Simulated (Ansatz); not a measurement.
# RuSi+ (quartet): wave-function methods side by side, def2-QZVPP

One table from this session's results is given with a row withheld; the runs are named, their logs left out.

The runs use Ansatz 0.2.0, Gaussian basis; def2-QZVPP, core rule «outside noble gas», up to 9 orbitals frozen.

To be run: UHF; ROHF; CCSD(T) on UHF.

### The geometry

The geometry is a PBE0/def2-TZVP stationary point (not a proven minimum) of the parent state, kept for this charge and spin. No spin-orbit coupling is included. Elements past krypton take def2 core potentials.

2 atoms, charge 1, spin multiplicity 4.

Atoms are counted from 1 here; the program's logs count them from 0.

Bond lengths: Ru1–Si2 2.054 Å.

The first run:

Input file in.yaml:

```yaml
crystal:
  periodic: [false, false, false]
  atoms:
    - {symbol: Ru, position_ang: [0.000000, 0.000000, 0.000000]}
    - {symbol: Si, position_ang: [0.000000, 0.000000, 2.054200]}
basis:
  gaussian: {orbitals: "def2-QZVPP.json"}
total_charge: 1
magnetization: {spin_polarized: true, initial_magnetization: 3}
hamiltonian: {xc: hf}
output: {orbitals: {seedname: orbitals}}
```

The run is started by

```bash
$ ansatz run in.yaml --threads 1 --pin off --events-out ev --progress --plain --max-ram 4096MiB --backend cpu
```

Steps of the session up to this table: UHF; ROHF; CCSD(T) on UHF.

One table of the session follows, with a row left open; its other results are not shown here.

```
  method  from UCCSD(T) (kcal/mol)
    ROHF                         ?
    UMP2                     +9.03
   UCCSD                    +16.68
UCCSD(T)                         0
```

**Question.** Estimate the row for ROHF.

As computed: from UCCSD(T) (kcal/mol): +242.34. In the column «from UCCSD(T) (kcal/mol)» it is the highest.

Left out of the table: UHF (another determinant or state than the rows shown).

The program flags UCCSD(T) as in doubt (see the logs), so the zero of the table is itself unsure.

To keep in mind: The determinant is far from a pure spin state, so its energy mixes those of several spin states (harmless only where they are near-degenerate, as at dissociation). The program flags UCCSD(T) as in doubt, so the zero of the table is itself unsure. Warnings: spin contamination; coupled cluster took another determinant than the lowest.
